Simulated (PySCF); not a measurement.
# C6H5BClF: magnetic properties

Wanted: magnetic properties for C6H5BClF (`FC1=CBC(/C=C\Cl)=C1`).

Programs: PySCF 2.14.0, with routines of our own; each step states its level. All values are computed. Atoms count from 0.

## 1. The system as given

14 atoms, charge 0, multiplicity 1; geometry from: GFN2-xTB.

## 2. Magnetic properties: GIAO PBE0/pcSseg-1

The job: settings as JSON, then the geometry in Å.

```
{"job": {"kind": "mag", "xc": "PBE0", "basis": "pcSseg-1", "isotopologues": 0}, "charge": 0, "multiplicity": 1}
F     -3.183954     0.514944     1.178985
C     -2.076744     0.231794     0.480740
C     -2.030354    -0.140292    -0.808718
B     -0.550882    -0.536395    -1.040867
C      0.209887     0.021735     0.249151
C      1.608858     0.088784     0.564749
C      2.614409     0.087423    -0.316415
Cl     2.389997     0.057856    -2.013664
C     -0.768102     0.328280     1.131827
H     -2.913008    -0.262257    -1.411027
H     -0.169600    -1.348964    -1.781183
H      1.875367     0.175792     1.611406
H      3.650888     0.129008    -0.020738
H     -0.657439     0.651818     2.153588
```

Level: GIAO PBE0/pcSseg-1 magnetisability, rotational g tensor and spin-rotation constants, non-relativistic, gas phase.

The run is started by

```
OMP_NUM_THREADS=1 python excited_run.py task.json out
```

The driver reads the jobs from task.json and runs them one after another.

The program printed:

```text
coarse grid: 13416 points
cycle   1  E = -815.7059059199  dE =  1.516e+00  |g| = 5.852e-01  |ddm| = 3.680e+00
cycle   2  E = -815.6200580923  dE =  8.585e-02  |g| = 8.492e-01  |ddm| = 1.115e+00
cycle   3  E = -815.7790719208  dE = -1.590e-01  |g| = 1.292e-01  |ddm| = 7.280e-01
cycle   4  E = -815.7827664007  dE = -3.694e-03  |g| = 5.293e-02  |ddm| = 1.659e-01
cycle   5  E = -815.7832735450  dE = -5.071e-04  |g| = 1.925e-02  |ddm| = 5.932e-02
cycle   6  E = -815.7833561928  dE = -8.265e-05  |g| = 6.501e-03  |ddm| = 2.330e-02
cycle   7  E = -815.7833661208  dE = -9.928e-06  |g| = 2.467e-03  |ddm| = 7.658e-03
final grid: 128672 points
cycle   8  E = -815.8413688759  dE = -4.325e-05  |g| = 7.094e-03  |ddm| = 3.697e-02
cycle   9  E = -815.8413571949  dE =  1.168e-05  |g| = 9.690e-03  |ddm| = 1.617e-02
cycle  10  E = -815.8413805061  dE = -2.331e-05  |g| = 2.183e-03  |ddm| = 1.082e-02
cycle  11  E = -815.8413816784  dE = -1.172e-06  |g| = 6.084e-04  |ddm| = 2.567e-03
cycle  12  E = -815.8413817686  dE = -9.019e-08  |g| = 1.632e-04  |ddm| = 7.240e-04
cycle  13  E = -815.8413817737  dE = -5.102e-09  |g| = 4.402e-05  |ddm| = 1.437e-04
cycle  14  E = -815.8413817741  dE = -3.947e-10  |g| = 1.847e-05  |ddm| = 5.884e-05
converged SCF energy = -815.8413817741

Magnetisability tensor (1e-30 J/T^2)
     -963.14       -1.47       21.12
       -1.47    -1105.49       53.81
       21.12       53.81    -1010.20
isotropic -1026.28   principal values   -1130.32   -996.25   -952.26
isotropic susceptibility -61.804 1e-6 cm^3/mol

Inertial axes            a          b          c
rot. const./GHz      4.0087     0.6767     0.5891
chi total           -59.250    -58.699    -67.463
chi diamagnetic    -411.111  -1692.074  -1958.331
chi paramagnetic    351.862   1633.374   1890.868
quadrupole/D A       -5.038      8.813     -3.776
g nuclear            0.5843     0.5032     0.5138
g electronic        -0.6626    -0.5192    -0.5233
g total             -0.0784    -0.0160    -0.0095

Spin-rotation constants (kHz, H = +C I.J)
atom  isotope        aa         bb         cc
  0    19F        6.353      1.253      0.290
  3    11B        1.350      0.283      0.158
  7   35Cl        1.503      0.129      0.133
  9     1H       -0.192      0.031     -0.079
 10     1H       -0.114     -0.008     -0.019
 11     1H       -0.387      0.072     -0.072
 12     1H        0.061     -0.021     -0.063
 13     1H       -0.370      0.068     -0.080
  1    13C*       2.290      0.239      0.185
  2    13C*       1.483      0.223      0.082
  4    13C*       1.714      0.335      0.078
  5    13C*       1.293      0.330      0.089
  6    13C*       1.296      0.302      0.116
  8    13C*       1.314      0.326      0.117
* in the singly substituted isotopologue
```

Run time: 38 s. Hardware: 1 thread of Arm Neoverse V1, shared host; peak memory 0.83 GiB.

Key values:

```csv
quantity,value
magnetisability,-1026·10⁻³⁰ J/T²
molar susceptibility,-61.8·10⁻⁶ cm³/mol
"rotational g (a, b, c)","-0.0784, -0.0160, -0.0095"
```

Orbitals, density, ELF and potential are computed afterwards from the orbital file.

Frontier orbitals at PBE0/pcSseg-1, with the share of their density that lies nearest to each atom:

```csv
orbital,energy (eV),lies on
HOMO,-6.37,"C2 23 %; C8 17 %; C4, C6 about 14 % each"
LUMO,-3.08,"B3 27 %; C1, C4, C8 about 14 % each; C2, C6 about 7 % each"
```

ELF in a plane through or near 12 of the atoms.

Ten even steps from ' ' (0.00) to '@' (1.00):
```
                                                        
                                                        
                                                        
            ..::::::..    ..--..                        
        ..==**##%%##++    **@@++      --==::            
        ::++%%@@@@%%##....@@@@**::..::%%@@@@::          
        ..++##%%##%%##....%%**--******@@@@@@##          
          ..--**##**==  ..++--..@@##--@@@@@@++          
          ::--++**==    ==@@++::%%==::**==..            
      ::%%@@@@++..**==--**##%%--::**%%##..              
      ##@@@@@@%%--%%::####**====--==::==--++++::        
      ==@@@@@@++==--##==%%==%%--**@@..####%%##--        
        ::==..  ::@@@@**::::++--::##--**######--        
                **@@@@%%    %%@@%%==  ==%%%%++..        
                **@@@@**  ..@@@@@@##  ..----..          
                ::####..  ..@@@@@@##                    
                            ++##**..                    
                                                        
                                                        
                                                        
```
The map spans 12.5 Å across and 9.6 Å up, centred on the molecule. Atoms in the plane (x, y in Å): F0 (3.2, -1.1), C1 (2.1, -0.4), C2 (2.0, 0.9), B3 (0.5, 1.2), C4 (-0.2, -0.3), C5 (-1.6, -0.7), C6 (-2.6, 0.1), C8 (0.8, -1.1), H9 (2.8, 1.6), H11 (-1.8, -1.7), H12 (-3.6, -0.2), H13 (0.8, -2.2).

On the surface of density 0.002 e/bohr³ the electrostatic potential runs, from the 1st to the 99th percentile, from -0.58 V near F0 to 1.27 V near H12.

## 3. Magnetic properties: GIAO BP86/6-31G*

Settings changed since step 2:

```diff
@@ -1,2 +1,2 @@
-{"job": {"kind": "mag", "xc": "PBE0", "basis": "pcSseg-1", "isotopologues": 0}, "charge": 0, "multiplicity": 1}
+{"job": {"kind": "mag", "xc": "BP86", "basis": "6-31G*", "scf": {"aux": "def2-universal-jkfit"}}, "charge": 0, "multiplicity": 1}
 F     -3.183954     0.514944     1.178985
```

Method: GIAO BP86/6-31G* magnetisability, rotational g tensor and spin-rotation constants, non-relativistic, gas phase.

The program printed:

```text
final grid: 128672 points
cycle   1  E = -816.3422014195  dE =  1.249e+00  |g| = 6.982e-01  |ddm| = 4.132e+00
cycle   2  E = -816.0446517031  dE =  2.975e-01  |g| = 1.232e+00  |ddm| = 1.989e+00
cycle   3  E = -816.4185581165  dE = -3.739e-01  |g| = 3.778e-01  |ddm| = 1.650e+00
cycle   4  E = -816.4583904058  dE = -3.983e-02  |g| = 1.039e-01  |ddm| = 5.388e-01
cycle   5  E = -816.4588269963  dE = -4.366e-04  |g| = 8.361e-02  |ddm| = 1.957e-01
cycle   6  E = -816.4605197463  dE = -1.693e-03  |g| = 3.641e-02  |ddm| = 1.339e-01
cycle   7  E = -816.4609400868  dE = -4.203e-04  |g| = 7.291e-03  |ddm| = 4.921e-02
cycle   8  E = -816.4609511485  dE = -1.106e-05  |g| = 2.937e-03  |ddm| = 9.809e-03
cycle   9  E = -816.4609532523  dE = -2.104e-06  |g| = 1.038e-03  |ddm| = 3.866e-03
cycle  10  E = -816.4609535372  dE = -2.849e-07  |g| = 2.365e-04  |ddm| = 1.476e-03
cycle  11  E = -816.4609535191  dE =  1.818e-08  |g| = 7.298e-05  |ddm| = 3.753e-04
cycle  12  E = -816.4609535193  dE = -2.797e-10  |g| = 6.452e-05  |ddm| = 1.260e-04
cycle  13  E = -816.4609535205  dE = -1.173e-09  |g| = 9.352e-06  |ddm| = 7.787e-05
cycle  14  E = -816.4609535205  dE = -2.024e-11  |g| = 5.696e-06  |ddm| = 1.836e-05
converged SCF energy = -816.4609535205

Magnetisability tensor (1e-30 J/T^2)
     -928.61        0.09       15.04
        0.09    -1074.21       37.40
       15.04       37.40     -978.43
isotropic -993.75   principal values   -1087.23   -970.39   -923.63
isotropic susceptibility -59.845 1e-6 cm^3/mol

Inertial axes            a          b          c
rot. const./GHz      4.0087     0.6767     0.5891
chi total           -56.976    -57.299    -65.260
chi diamagnetic    -408.876  -1687.271  -1954.686
chi paramagnetic    351.900   1629.972   1889.426
quadrupole/D A       -2.787      6.705     -3.918
g nuclear            0.5843     0.5032     0.5138
g electronic        -0.6627    -0.5182    -0.5229
g total             -0.0785    -0.0149    -0.0091

Spin-rotation constants (kHz, H = +C I.J)
atom  isotope        aa         bb         cc
  0    19F        7.125      1.265      0.270
  3    11B        1.228      0.257      0.148
  7   35Cl        1.498      0.140      0.139
  9     1H       -0.216      0.028     -0.083
 10     1H       -0.115     -0.009     -0.020
 11     1H       -0.397      0.068     -0.074
 12     1H        0.038     -0.025     -0.064
 13     1H       -0.381      0.063     -0.083
  1    13C*       2.019      0.225      0.170
  2    13C*       1.315      0.210      0.077
  4    13C*       1.579      0.297      0.074
  5    13C*       1.192      0.291      0.084
  6    13C*       1.197      0.263      0.110
  8    13C*       1.207      0.287      0.109
* in the singly substituted isotopologue
```

Run time: 32 s. Hardware: 1 thread of Arm Neoverse V1, shared host; peak memory 0.54 GiB.

Key values:

```csv
quantity,value
magnetisability,-994·10⁻³⁰ J/T²
molar susceptibility,-59.8·10⁻⁶ cm³/mol
"rotational g (a, b, c)","-0.0785, -0.0149, -0.0091"
```

## 4. Magnetic properties side by side

```csv
level,ξ (10⁻³⁰ J/T²),g(a),g(b),gap (eV),functions,time
GIAO PBE0/pcSseg-1,-1026,-0.0784,-0.0160,3.29,185,38 s
GIAO BP86/6-31G*,-994,-0.0785,-0.0149,1.54,140,32 s
```

## 5. What came out

| quantity | value |
| --- | --- |
| magnetisability (step 2, GIAO PBE0/pcSseg-1) | -1026·10⁻³⁰ J/T² |
| molar susceptibility (step 2, GIAO PBE0/pcSseg-1) | -61.8·10⁻⁶ cm³/mol |
| rotational g (a, b, c) (step 2, GIAO PBE0/pcSseg-1) | -0.0784, -0.0160, -0.0095 |
| surface potential, 1st and 99th percentile | -0.58 V and 1.27 V |
| magnetisability over the levels | -1026 to -994·10⁻³⁰ J/T² |

**Reading.** By nearest atom (PBE0/pcSseg-1), the HOMO sits on C2 23 %; C8 17 % and the LUMO on B3 27 %; C1, C4, C8 about 14 % each. The magnetisability spreads by 3.2 % over 2 levels of like cost. Two levels can agree by chance, so this spread shows no convergence. Vibrational averaging and real surroundings are missing from these values.
